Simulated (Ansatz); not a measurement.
# Pb (hcp type): a single-point run

Aim: a sound single-point run of Pb (hcp type). The structure is shown as the input types it.

Program: Ansatz 0.2.0. Level of theory: DFT, PBEsol, PAW with other files of Ansatz's library (core large), scalar-relativistic. These are calculated values, not measurements.

1 further run of the same task is left out (set aside as unsound or not needed). Runs told in other sessions of the task aren't counted.

**1. Starting point**

It takes space group P6_3/mmc (No. 194, hexagonal). Conventional cell: a = 2.888 Å, b = 2.888 Å, c = 4.786 Å, α = 90.00°, β = 90.00°, γ = 120.00°. Pb (site symmetry -6m2) is surrounded by 12 Pb at 2.89 to 2.92 Å.

As a file:

```xyz
2
Lattice="2.8876 0.0000 0.0000 -1.4438 2.5007 0.0000 0.0000 0.0000 4.7864" Properties=species:S:1:pos:R:3 pbc="T T T"
Pb    0.0000    1.6671    1.1966
Pb    1.4438    0.8336    3.5898
```

**2. Input and run**

The input, input.yaml:

```yaml
crystal:
  lattice:
    - [2.887574964, 0.0, 0.0]
    - [-1.443787482, 2.5007132741, 0.0]
    - [0.0, 0.0, 4.7863652487]
  atoms:
    - { symbol: Pb, position: [0.3333333333, 0.6666666667, 0.25] }
    - { symbol: Pb, position: [0.6666666667, 0.3333333333, 0.75] }
kpoints:
  mp_grid: { grid: [14, 14, 8] }
scf:
  occupations: { method: fermi_dirac, width: 0.3 }
  n_extra_bands: 0
  max_iter: 60
hamiltonian:
  xc: pbesol
  pseudopotentials: { kind: paw, core: large }
output:
  forces: true
  stress: true
  eigenvalues: true
```

Launch:

```
$ ansatz run input.yaml --threads 1 --pin off --max-ram 2048MiB --backend cpu --events-out ev --progress --plain --runs-dir out
```

What happens when this is run?

The run ended at the input check. Its message: «inconsistent input (scf.n_extra_bands, scf.occupations.method): n_bands = 14 leaves no empty band above the 14 bands per channel that the deck's 28 electrons occupy ...»

Look at the input: scf.occupations.width is 0.3; scf.n_extra_bands is 0. The band count leaves no room above the highest filled state.

The cure: delete scf.n_extra_bands (the default then holds) and set scf.occupations.width to 0.05.
